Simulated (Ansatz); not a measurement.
TaRu, space group Cmmm, the orbital character of the bands

With Ansatz's Python interface.

Typed at the interpreter:
```pycon
>>> from pathlib import Path
>>> import ansatz as az
>>> import numpy as np
>>> import pandas as pd
>>> vectors = np.array([
...     [1.654122, -2.341613, 0.0],
...     [1.654122, 2.341613, 0.0],
...     [0.0, 0.0, 4.162423],
... ])
>>> crystal = (
...     az.Lattice.of(vectors)
...     .atom('Ta', [0.5, 0.5, 0.5])
...     .atom('Ru', [0.0, 0.0, 0.0])
... )
>>> crystal.resolved().sites[-1]
Site(symbol='Ru', position=(0.0, 0.0, 0.0), moment=None, axis=None, held=None, saved=None)
>>> points = {'G': (0.0, 0.0, 0.0), 'S': (0.0, 0.5, 0.0), 'R': (0.0, 0.5, 0.5), 'Z': (0.0, 0.0, 0.5), 'T': (-0.5, 0.5, 0.5)}
>>> model = (
...     crystal.calculation()
...     .functional('pbesol')
...     .basis(450)
...     .kpoints(9, 9, 6)
...     .occupations('Fermi-Dirac', width=0.1)
...     .band_structure(list(points.values()), intervals=1)
...     .fat_bands()
... )
>>> def show(event):
...     row = event['data']
...     if event['event'] == 'scf_iter' and row.get('harris_foulkes_ev') is not None:
...         print(f'  iteration {row["iter"]:3d}  Harris-Foulkes {row["harris_foulkes_ev"]:.5f} eV  residual {row["dr2_ev"]:.2e}')
...
>>> done = model.session().plan().execute(on_event=show)
  iteration   1  Harris-Foulkes -15623.25811 eV  residual 1.59e-01
  iteration   2  Harris-Foulkes -15623.25158 eV  residual 9.05e-02
  iteration   3  Harris-Foulkes -15623.24313 eV  residual 2.30e-03
  iteration   4  Harris-Foulkes -15623.24280 eV  residual 7.12e-05
  iteration   5  Harris-Foulkes -15623.24279 eV  residual 6.76e-06
  iteration   6  Harris-Foulkes -15623.24279 eV  residual 1.21e-07
  iteration   7  Harris-Foulkes -15623.24279 eV  residual 2.43e-09
>>> summary = done.report
>>> done.unlabelled_reasons
['no_forces']
>>> done.lattice.cell_ang
array([[ 1.654122, -2.341613,  0.      ],
       [ 1.654122,  2.341613,  0.      ],
       [ 0.      ,  0.      ,  4.162423]])
>>> file = Path(done.write_results('results')) / 'fatbands.tsv'
>>> names = file.read_text().splitlines()[0].lstrip('# ').split('\t')
>>> table = pd.read_csv(file, sep='\t', comment='#', names=names)
>>> near = table[table.e_minus_ef.abs() < 2]
>>> for ik, label in enumerate(points):
...     print(label)
...     for _, row in near[near.ik == ik].iterrows():
...         main = row[names[4:]].astype(float).nlargest(2)
...         print(f'   band {int(row.band):3d} {row.e_minus_ef:7.3f} eV  ' + ', '.join(f'{k} {v:.2f}' for k, v in main.items()))
...
G
   band  12  -1.602 eV  ru1_l2_4D 0.77, ta0_l2_5D 0.23
   band  13  -0.329 eV  ru1_l2_4D 0.99, ta0_l2_5D 0.00
   band  14  -0.308 eV  ta0_l2_5D 0.75, ru1_l2_4D 0.25
   band  15   0.990 eV  ru1_l2_4D 0.56, ta0_l2_5D 0.40
S
   band  12  -1.879 eV  ta0_l2_5D 0.97, ru1_l1_4P 0.02
   band  13  -1.518 eV  ta0_l2_5D 0.87, ta0_l0_6S 0.10
   band  14  -0.738 eV  ru1_l2_4D 0.99, ta0_l1_5P 0.00
   band  15   0.025 eV  ru1_l2_4D 0.96, ru1_l0_5S 0.04
R
   band  12  -0.283 eV  ru1_l2_4D 0.96, ta0_l2_5D 0.04
   band  13   0.587 eV  ru1_l2_4D 0.67, ta0_l2_5D 0.30
   band  14   0.882 eV  ta0_l1_5P 0.00, ru1_l1_4P 0.00
   band  15   1.219 eV  ta0_l1_5P 0.00, ru1_l1_4P 0.00
Z
   band  11  -1.876 eV  ru1_l2_4D 0.71, ru1_l0_5S 0.26
   band  12  -1.336 eV  ta0_l2_5D 1.00, ta0_l0_5S 0.00
   band  13  -1.013 eV  ru1_l2_4D 0.99, ta0_l1_5P 0.01
   band  14  -0.712 eV  ru1_l2_4D 0.99, ru1_l0_5S 0.00
   band  15  -0.490 eV  ru1_l2_4D 0.99, ta0_l1_5P 0.00
   band  16   0.060 eV  ta0_l2_5D 0.77, ta0_l0_6S 0.21
T
   band  13  -1.089 eV  ru1_l2_4D 0.93, ru1_l0_5S 0.06
   band  14   0.151 eV  ta0_l2_5D 0.98, ru1_l1_4P 0.01
   band  15   1.157 eV  ru1_l2_4D 1.00, ta0_l0_5S 0.00
   band  16   1.738 eV  ta0_l2_5D 0.85, ta0_l0_6S 0.14
```

Reading the output:
- Total energies depend on the potentials; only differences at equal settings carry meaning. A total without «per atom» is that of the cell as typed.
- The computed bands are complete only to about 2.3 eV above the Fermi level.
- The mesh is modest for a metal, so energies can be off by several to tens of meV an atom and pressures by half a GPa or more; differences at equal mesh fare better.
- This cell is a computed structure, which may not be the phase found in nature.
- Gaps and levels are Kohn-Sham values on a finite set of k-points, without spin-orbit coupling.
- Energies are less the Fermi level and bands count from 0. Only the largest channels are printed, equivalent atoms hold more, and in degenerate sets the split between sites is arbitrary; shells that the potentials lack have no channel.
- Run time: 5 s on 1 thread of Arm Neoverse V1 (shared host), peak memory 0.44 GiB.

(Lines on the test bed's own set-up are left out of the output.)
